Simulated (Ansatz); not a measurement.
# MoN2 (P4/mbm) in Ansatz: convergence with wavefunction cutoff

Aim: find how far wavefunction cutoff must go before the results for MoN2 settle, at PBE+U. This setting moves, with any that are tied to it; all else stays.

Everything below comes from runs of Ansatz 0.2.0. Logs are shortened: lines on timing, memory, paths and dates and some standing lists are left out, and cuts for length are marked.

## (1) The structure

It takes space group P4/mbm (No. 127, tetragonal). The conventional cell has a = 4.348 Å, b = 4.348 Å, c = 2.767 Å, α = 90.00°, β = 90.00°, γ = 90.00°. Around Mo (site symmetry 4/m) lie 8 N at 2.24 Å. N (site symmetry m2m) has 1 N at 1.37 Å as nearest neighbours.

Measurements of this composition are mostly on another form, of space group No. 160.

## (2) With wavefunction cutoff 400 eV

input.yaml reads:

```yaml
crystal:
  lattice:
    - [4.348053, 0.0, 0.0]
    - [0.0, 4.348053, 0.0]
    - [0.0, 0.0, 2.76746]
  atoms:
    - { symbol: Mo, position: [0.0, 0.0, 0.0] }
    - { symbol: Mo, position: [0.5, 0.5, 0.0] }
    - { symbol: "N", position: [0.611647, 0.888353, 0.5] }
    - { symbol: "N", position: [0.388353, 0.111647, 0.5] }
    - { symbol: "N", position: [0.111647, 0.611647, 0.5] }
    - { symbol: "N", position: [0.888353, 0.388353, 0.5] }
hamiltonian:
  xc: pbe
  pseudopotentials: { kind: paw, source: jth }
  hubbard: { sites: [{ species: Mo, l: d, u_eff: 4.5 }] }
kpoints:
  mp_grid: { grid: [5, 5, 8] }
scf:
  occupations: { method: gaussian, width: 0.1 }
output:
  forces: true
  stress: true
  eigenvalues: true
basis:
  ecutwfc: "400 eV"
```

Potentials or basis: JTH PAW.

The run is started by

```sh
$ ansatz run input.yaml --threads 2 --pin off --max-ram 5632MiB --backend cpu --events-out ev --progress --plain --runs-dir out
```

Wall time 2.4 s (2 threads of Arm Neoverse V1, shared host); peak memory 0.33 GiB.

What came out:

| Item | Value |
| --- | --- |
| Free energy | -11424.5195 eV |
| Pressure | 0.1 GPa |
| Largest force | 0.565 eV/Å |
| Band gap on the k mesh | none (metal or under the smearing width) |

## (3) With wavefunction cutoff 500 eV

Edit input.yaml of step 2 so:

```diff
@@ -25,2 +25,2 @@
 basis:
-  ecutwfc: "400 eV"
+  ecutwfc: "500 eV"
```

Potentials or basis: JTH PAW.

The run is started by

```sh
$ ansatz run input.yaml --threads 2 --pin off --max-ram 5632MiB --backend cpu --events-out ev --progress --plain --runs-dir out
```

Run time: 2.9 s. Hardware: 2 threads of Arm Neoverse V1, shared host; peak memory 0.37 GiB.

Results:

- Free energy: -11426.8155 eV
- Pressure: -0.2 GPa
- Largest force: 0.437 eV/Å
- Band gap on the k mesh: none (metal or under the smearing width)

## (4) With wavefunction cutoff 600 eV

Edit input.yaml of step 3 so:

```diff
@@ -25,2 +25,2 @@
 basis:
-  ecutwfc: "500 eV"
+  ecutwfc: "600 eV"
```

The run is started by

```sh
$ ansatz run input.yaml --threads 2 --pin off --max-ram 5632MiB --backend cpu --events-out ev --progress --plain --runs-dir out
```

Run time: 3.4 s. Hardware: 2 threads of Arm Neoverse V1, shared host; peak memory 0.4 GiB.

Results:

```
Free energy            : -11427.3969 eV
Pressure               : 0.0 GPa
Largest force          : 0.311 eV/Å
Band gap on the k mesh : none (metal or under the smearing width)
```

## (5) With wavefunction cutoff 700 eV

Edit input.yaml of step 4 so:

```diff
@@ -25,2 +25,2 @@
 basis:
-  ecutwfc: "600 eV"
+  ecutwfc: "700 eV"
```

The run is started by

```sh
$ ansatz run input.yaml --threads 2 --pin off --max-ram 5632MiB --backend cpu --events-out ev --progress --plain --runs-dir out
```

Run time: 3.9 s. Hardware: 2 threads of Arm Neoverse V1, shared host; peak memory 0.44 GiB.

What came out:

| Item | Value |
| --- | --- |
| Free energy | -11427.4989 eV |
| Pressure | 0.1 GPa |
| Largest force | 0.312 eV/Å |
| Band gap on the k mesh | none (metal or under the smearing width) |

## (6) With wavefunction cutoff 850 eV

Edit input.yaml of step 5 so:

```diff
@@ -25,2 +25,2 @@
 basis:
-  ecutwfc: "700 eV"
+  ecutwfc: "850 eV"
```

Potentials or basis: JTH PAW.

The run is started by

```sh
$ ansatz run input.yaml --threads 2 --pin off --max-ram 5632MiB --backend cpu --events-out ev --progress --plain --runs-dir out
```

Run time: 5.6 s. Hardware: 2 threads of Arm Neoverse V1, shared host; peak memory 0.49 GiB.

Results (log left out):

* Free energy: -11427.5133 eV
* Pressure: 0.1 GPa
* Largest force: 0.313 eV/Å
* Band gap on the k mesh: none (metal or under the smearing width)

## (7) With wavefunction cutoff 1000 eV

Edit input.yaml of step 6 so:

```diff
@@ -25,2 +25,2 @@
 basis:
-  ecutwfc: "850 eV"
+  ecutwfc: "1000 eV"
```

The run is started by

```sh
$ ansatz run input.yaml --threads 2 --pin off --max-ram 5632MiB --backend cpu --events-out ev --progress --plain --runs-dir out
```

Wall time 6.7 s (2 threads of Arm Neoverse V1, shared host); peak memory 0.55 GiB.

Results (log left out):

```yaml
Free_energy: -11427.5406 eV
Pressure: 0.0 GPa
Largest_force: 0.313 eV/Å
Band_gap_on_the_k_mesh: none (metal or under the smearing width)
```

## (8) With wavefunction cutoff 1200 eV

Edit input.yaml of step 7 so:

```diff
@@ -25,2 +25,2 @@
 basis:
-  ecutwfc: "1000 eV"
+  ecutwfc: "1200 eV"
```

The run is started by

```sh
$ ansatz run input.yaml --threads 2 --pin off --max-ram 5632MiB --backend cpu --events-out ev --progress --plain --runs-dir out
```

Run time: 7.1 s. Hardware: 2 threads of Arm Neoverse V1, shared host; peak memory 0.63 GiB.

The run converged. Its results:

- Free energy: -11427.5717 eV
- Pressure: 0.0 GPa
- Largest force: 0.313 eV/Å
- Band gap on the k mesh: none (metal or under the smearing width)

## (9) With wavefunction cutoff 1400 eV

Edit input.yaml of step 8 so:

```diff
@@ -25,2 +25,2 @@
 basis:
-  ecutwfc: "1200 eV"
+  ecutwfc: "1400 eV"
```

Potentials or basis: JTH PAW.

The run is started by

```sh
$ ansatz run input.yaml --threads 2 --pin off --max-ram 5632MiB --backend cpu --events-out ev --progress --plain --runs-dir out
```

Wall time 9.5 s (2 threads of Arm Neoverse V1, shared host); peak memory 0.73 GiB.

The run converged. Its results:

* Free energy: -11427.5798 eV
* Pressure: 0.0 GPa
* Largest force: 0.314 eV/Å
* Band gap on the k mesh: none (metal or under the smearing width)

## (10) With wavefunction cutoff 1700 eV

Edit input.yaml of step 9 so:

```diff
@@ -25,2 +25,2 @@
 basis:
-  ecutwfc: "1400 eV"
+  ecutwfc: "1700 eV"
```

Potentials or basis: JTH PAW.

The run is started by

```sh
$ ansatz run input.yaml --threads 2 --pin off --max-ram 5632MiB --backend cpu --events-out ev --progress --plain --runs-dir out
```

What it wrote:

```text
Warning: basis.ecutwfc = 1700 eV is below the records' recommended 1800 eV, and the density's cutoff is lower with it unless basis.ecutrho_ratio is high enough to keep the records' density cutoff: compare with a run at a higher cutoff
Warning: the checks of this Mo dataset prove no rule for summing its radial tables, as where they were carried onto another mesh than they were made on, and Gregory's rule is taken, under which a leading mesh point left out moves its sums only by what lay on the interval it spanned. That does not make them correct, and they differ from Quantum ESPRESSO's on this file; a re-export a fraction of a mesh step off can move them. hamiltonian.pseudopotentials.radial_quadrature: simpson_from_first_knot sums it by `pw.x`'s rule; on a PAW file no value gives `pw.x`'s numbers. What more to know: hamiltonian.pseudopotentials.radial_quadrature, in the input reference
Warning: the checks of this N dataset prove no rule for summing its radial tables, as where they were carried onto another mesh than they were made on, and Gregory's rule is taken, under which a leading mesh point left out moves its sums only by what lay on the interval it spanned. That does not make them correct, and they differ from Quantum ESPRESSO's on this file; a re-export a fraction of a mesh step off can move them. hamiltonian.pseudopotentials.radial_quadrature: simpson_from_first_knot sums it by `pw.x`'s rule; on a PAW file no value gives `pw.x`'s numbers. What more to know: hamiltonian.pseudopotentials.radial_quadrature, in the input reference
Warning: RAYON_NUM_THREADS=2 ignored (pool sized by the plan → 2); use --threads N
Mo: projections on atomic orbitals take those of the free atom [Ar 3d10] 4s2 4p6 4d5 5s1, of charge +0.00 (hamiltonian.pseudopotentials.projection_atoms); the dataset's partial waves leave at most 4.7e-7 of an orbital's norm unspanned inside its sphere
N: projections on atomic orbitals take those of the free atom [He] 2s2 2p3, of charge +0.00 (hamiltonian.pseudopotentials.projection_atoms); the dataset's partial waves leave at most 2.7e-11 of an orbital's norm unspanned inside its sphere
Engine: ansatz 0.2.0, aarch64-unknown-linux-gnu
Pseudopotentials: kind: paw
Pseudopotential: Mo, paw, valence charge 14, recommended cutoff 1800 eV (normal), Mo.paw.azcp
Pseudopotential: N, paw, valence charge 5, recommended cutoff 1320 eV (normal), N.paw.azcp
Functional definition: PBE
  parameter kappa = 0.804
  parameter beta = 0.06672455060314922
  exchange = pbe_x(kappa = kappa, mu = beta*pi^2/3)
  correlation = pbe_c(beta = beta)
Crystal: 6 atoms, lattice volume = 52.320 Å³
Basis set: ecut = 1700 eV, 8339 PW (Γ), exchange–correlation on 120×120×80 points (8 copies of the dense FFT grid, shifted against one another)
Bands: 30, of which v1, the nominal top of the filled ones, is band 24 counted from 1 (23 counted from 0)
Symmetry: 16 space group operations
Space group: P4/mbm (ITA 127), of the structure as read, at distance tolerance 3.7e-5 Å
k-points: 30 of 200
Non-local potential: Mo, projectors of the file, l = 0: 2, l = 1: 2, l = 2: 2
Non-local potential: N, projectors of the file, l = 0: 2, l = 1: 2
PAW form: soft (Blöchl's): semilocal exchange-correlation on the pseudo side does not see the compensation charge
PAW one-centre angular grid: Mo, 590 points (default); XC on 64 Gauss nodes
PAW one-centre angular grid: N, 110 points (default); XC on 64 Gauss nodes
Initial density: superposition of atomic densities (chi_scale 0.1, normalization cell, long waves of neutral atoms under a Hubbard term (reshape's long-wave potential 0.00 eV rms, cloud 2.25 Å wide))
Initial wavefunctions: pseudopotential atomic-orbital guess
Functional: x = pbe(κ = 0.804, μ = 0.2195149727645171), c = pbe(β = 0.06672455060314922)
SCF iter   1: F=—  HF=-11429.125106 eV  |F-HF|=—  |Δ(HF+E_count)|=         —  Δρ=1.51e-1  dr2=1.31e1  ethr=3.10e-3  ⟨swp⟩=6.7  Hψ=4785  notcnv=0
preconditioner: auto → Kerker (q_TF=auto, 2.689 Å⁻¹)  [metal: Δε(μ)=0.056 eV  Ē_g=10.926 eV  σ=0.100 eV  W_gap=0.29  n_scr=10 (ndim 8)  ℏωp=29.0 eV  f_vac=0.000  D(μ)=1.01/eV (n_scr^D=4)]
SCF iter   2: F=—  HF=-11427.271230 eV  |F-HF|=—  |Δ(HF+E_count)|=    1.85e0  Δρ=4.98e-2  dr2=7.64e-1  ethr=3.10e-3  ⟨swp⟩=3.0  Hψ=1870  notcnv=0  defer=38
SCF iter   3: F=—  HF=-11427.394484 eV  |F-HF|=—  |Δ(HF+E_count)|=   1.23e-1  Δρ=2.69e-2  dr2=1.49e-1  ethr=1.59e-3  ⟨swp⟩=2.1  Hψ=1283  notcnv=0  defer=36
SCF iter   4: F=—  HF=-11427.566297 eV  |F-HF|=—  |Δ(HF+E_count)|=   1.72e-1  Δρ=8.32e-3  dr2=1.61e-2  ethr=3.11e-4  ⟨swp⟩=2.1  Hψ=1437  notcnv=0  defer=36
SCF iter   5: F=—  HF=-11427.582762 eV  |F-HF|=—  |Δ(HF+E_count)|=   1.65e-2  Δρ=2.44e-3  dr2=2.92e-3  ethr=3.36e-5  ⟨swp⟩=2.6  Hψ=1802  notcnv=0  defer=35
SCF iter   6: F=—  HF=-11427.582484 eV  |F-HF|=—  |Δ(HF+E_count)|=   2.78e-4  Δρ=1.09e-3  dr2=7.49e-4  ethr=6.08e-6  ⟨swp⟩=2.1  Hψ=1361  notcnv=0  defer=35
SCF iter   7: F=—  HF=-11427.582382 eV  |F-HF|=—  |Δ(HF+E_count)|=   1.02e-4  Δρ=1.81e-4  dr2=1.42e-5  ethr=1.56e-6  ⟨swp⟩=2.2  Hψ=1252  notcnv=0  defer=35
SCF iter   8: F=—  HF=-11427.582337 eV  |F-HF|=—  |Δ(HF+E_count)|=   4.57e-5  Δρ=4.85e-5  dr2=1.07e-6  ethr=2.95e-8  ⟨swp⟩=2.1  Hψ=1257  notcnv=0  defer=35
SCF iter   9: F=-11427.582337 eV  HF=-11427.582337 eV  |F-HF|=4.25e-8  |Δ(HF+E_count)|=   3.21e-7  Δρ=1.23e-5  dr2=8.91e-8  ethr=2.08e-10  ⟨swp⟩=9.7  Hψ=4832  notcnv=0
SCF 1 converged in 9 iterations: F = -11427.582337 eV  dr2 = 8.91e-8
SCF converged after 9 iterations
Free energy (F): -11427.582337 eV
Harris-Foulkes:  -11427.582337 eV  (|F-HF|=4.25e-8)
Internal energy: -11427.572729 eV  (E = F + TS)
E sigma→0 (E₀):  -11427.577533 eV
Entropy (-TS):   -0.009608 eV (-1.601 meV/atom)
Fermi energy:    18.347914 eV
--- Per-component energies (eV) ---
  E_band       = -33.943776
  E_kinetic    = 1172.106062
  E_local      = -2365.696330  (includes V_loc(G=0)·N_el)
  E_nonlocal   = 1040.495762
  E_hartree    = 667.010394
  E_xc         = -504.651769
  E_vxc        = -622.126407  (∫ρ·V_xc dr)
  E_hubbard    = 9.751824  (on-site DFT+U / exact-exchange correction)
  E_vhub       = -1.988967  (the Hubbard potential's part of the band-sum identity)
  E_paw        = -7046.068069  (= ΣΔE_a)
  E_vpaw       = -590.763171  (= ΣTr[D̂ρ^β])
  E_aug_tail   = -0.000058  (compensation charges beyond the density's cutoff)
  E_ewald      = -4400.520544
  E_smearing   = -0.009608  (= −TS)
  E_closure    = 0.000000  (closes the sum)
  Σ components = -11427.582337   (vs F -11427.582337, Δ=0.00e0)
--- Forces (eV/Å), atoms counted from 1 ---
  atom   1  Mo     0.00000000     0.00000000     0.00000000
  atom   2  Mo     0.00000000    -0.00000000     0.00000000
  atom   3  N     -0.22217598     0.22217598     0.00000000
  atom   4  N      0.22217598    -0.22217598     0.00000000
  atom   5  N     -0.22217598    -0.22217598     0.00000000
  atom   6  N      0.22217598     0.22217598     0.00000000
  max |Σ_I F_I| component: 1.11e-16 eV/Å
--- Stress (GPa, compression-positive) ---
       -0.720061       0.000000       0.000000
        0.000000      -0.720061       0.000000
        0.000000       0.000000       1.493464
  P = ⅓ Tr σ = 0.0178 GPa (0.178 kbar)
--- Band table (eV; the first three rows and the last of 30) ---
  k-point 0: bands = ["-43.4356", "-43.3779", "-17.5083", "-17.5083", "-17.4313", "-17.3669", "-17.1784", "-17.1784", "-2.6919", "-1.3472", "6.4825", "6.4825", "10.3146", "10.4023", "11.7074", "12.6195", "12.6195", "13.9074", "14.6643", "14.7868", "15.7983", "15.9794", "15.9794", "16.3102", "19.5765", "19.7037", "19.7576", "19.7576", "21.2686", "24.4758"]
  k-point 1: bands = ["-43.4203", "-43.3631", "-17.5793", "-17.5003", "-17.4850", "-17.4850", "-17.1616", "-17.1616", "-2.5234", "-1.2391", "6.3486", "6.3486", "10.4933", "10.6285", "12.2544", "12.3313", "12.3313", "12.5535", "13.4971", "15.9454", "16.0347", "16.0347", "16.4002", "16.5109", "19.7451", "19.7509", "20.0718", "20.0718", "21.4730", "24.0459"]
  k-point 2: bands = ["-43.3830", "-43.3272", "-17.9248", "-17.8141", "-17.4293", "-17.4293", "-17.1210", "-17.1210", "-2.1013", "-0.9594", "6.0190", "6.0190", "10.4588", "10.8599", "11.6152", "11.7119", "11.7119", "11.9580", "13.6565", "16.2235", "16.2235", "16.2598", "17.0921", "17.7089", "19.8379", "20.2512", "20.8360", "20.8360", "22.0035", "22.9565"]
  k-point 29: bands = ["-43.3071", "-43.3020", "-18.3137", "-18.2996", "-17.3934", "-17.3668", "-17.0639", "-17.0357", "-1.3336", "-1.2609", "6.6215", "6.7783", "10.3768", "10.7718", "10.9801", "11.0514", "12.6375", "13.5307", "13.6618", "13.8482", "14.0467", "14.7117", "16.3255", "16.4450", "20.8515", "21.0697", "21.9590", "22.1408", "22.8817", "22.9231"]
Occupation matrices written to <dir>
```

Run time: 12 s. Hardware: 2 threads of Arm Neoverse V1, shared host; peak memory 0.9 GiB.

What came out:

```
Free energy            : -11427.5823 eV
Pressure               : 0.0 GPa
Largest force          : 0.314 eV/Å
Band gap on the k mesh : none (metal or under the smearing width)
```

## (11) Result

```
wavefunction cutoff  energy less the tightest run, at zero smearing (meV/atom)  pressure (GPa)  largest force (eV/Å)  SCF cycles  CPU time (s)  peak memory (GiB)
             400 eV                                                     510.48            0.06                 0.565          10           4.6               0.33
             500 eV                                                     127.82           -0.17                 0.437          10           5.7               0.37
             600 eV                                                      30.91           -0.01                 0.311           9           6.5                0.4
             700 eV                                                      13.90            0.08                 0.312           9           7.6               0.44
             850 eV                                                      11.51            0.07                 0.313           9            11               0.49
            1000 eV                                                       6.95            0.05                 0.313           9            13               0.55
            1200 eV                                                       1.77            0.02                 0.313           9            14               0.63
            1400 eV                                                       0.42            0.02                 0.314           9            19               0.73
            1700 eV                                                       0.00            0.02                 0.314           9            23                0.9
```

Against the tightest run, the energy stays within 1 meV/atom from 1400 eV on; the pressure stays within 0.1 GPa from 600 eV on; the largest force stays within 0.005 eV/Å from 600 eV on. The tightest run that finished is the yardstick and may itself not be fully converged.

Caveats: U without spin polarisation on a metal has little footing; the cutoff lies under the one recommended for these potentials.
